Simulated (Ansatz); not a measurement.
# Nb: the crystal squeezed far

An exercise on one series of results from a longer session: the logs are not shown, and one member is left open.

Program: Ansatz 0.2.0. Level of theory: DFT PBEsol, with the methods named in each step. These are calculated values, not measurements.

## Starting point

The structure is cubic, space group Im-3m (No. 229). Conventional cell: a = 3.301 Å, b = 3.301 Å, c = 3.301 Å, α = 90.00°, β = 90.00°, γ = 90.00°. Around Nb (site symmetry m-3m) lie 8 Nb at 2.86 Å.

Structure file:

```
Nb
1.0
    -1.65035    1.65035    1.65035
     1.65035   -1.65035    1.65035
     1.65035    1.65035   -1.65035
Nb
1
Direct
  0.00000 0.00000 0.00000
```

Whether this phase is the stable one at these pressures isn't tested.

The first run:

input.yaml reads:

```yaml
crystal:
  lattice:
    - [-1.6503519298, 1.6503519298, 1.6503519298]
    - [1.6503519298, -1.6503519298, 1.6503519298]
    - [1.6503519298, 1.6503519298, -1.6503519298]
  atoms:
    - { symbol: Nb, position: [0.0, 0.0, 0.0] }
kpoints:
  mp_grid: { grid: [18, 18, 18] }
scf:
  occupations: { method: fermi_dirac, width: 0.05 }
hamiltonian:
  xc: pbesol
  pseudopotentials: { kind: paw }
output:
  forces: true
  stress: true
relax:
  f_tol: 0.005
  max_steps: 40
  cell: {}
```

On the command line:

```sh
$ ansatz run input.yaml --threads 1 --pin off --max-ram 2048MiB --backend cpu --events-out ev --progress --plain --runs-dir out
```

Among the steps run: Cell relaxed at zero pressure, PAW; Volume scaled by 1, PAW; Volume scaled by 0.94, PAW; Volume scaled by 0.88, PAW; Volume scaled by 0.8, PAW; Volume scaled by 0.72, PAW; Volume scaled by 0.72, PAW (source ansatz); Volume scaled by 0.64, PAW; Volume scaled by 0.64, PAW (level accurate); Volume scaled by 0.55, PAW; Volume scaled by 0.45, PAW; Volume scaled by 0.45, PAW (cutoff 300 eV).

One of the session's tables, all rows but one given; the rest of the session is left out.

| method | volume over the first | volume (Å³/atom) | pressure (GPa) |
| --- | --- | --- | --- |
| PAW | 1 | 17.525 | -0.01 |
| PAW | 0.94 | 16.473 | 12.37 |
| PAW | 0.88 | 15.422 | 28.66 |
| PAW | 0.8 | 14.020 | 60.03 |
| PAW | 0.72 | 12.618 | 108.77 |
| PAW | 0.64 | 11.216 | 183.79 |
| PAW | 0.55 | ? | ? |
| PAW | 0.45 | 7.886 | 646.31 |
| PAW (cutoff 300 eV) | 0.45 | 7.886 | 645.73 |
| PAW (level accurate) | 0.64 | 11.216 | 183.98 |
| PAW (source ansatz) | 0.72 | 12.618 | 108.84 |

Estimate the missing values for PAW, 0.55.

As computed: volume (Å³/atom): 9.639; pressure (GPa): 324.60. In the column «volume (Å³/atom)» it lies between PAW (cutoff 300 eV), 0.45 (7.886) and PAW, 0.64 (11.216).

Limits of these values: Warnings in the runs' records: cutoff below recommended.
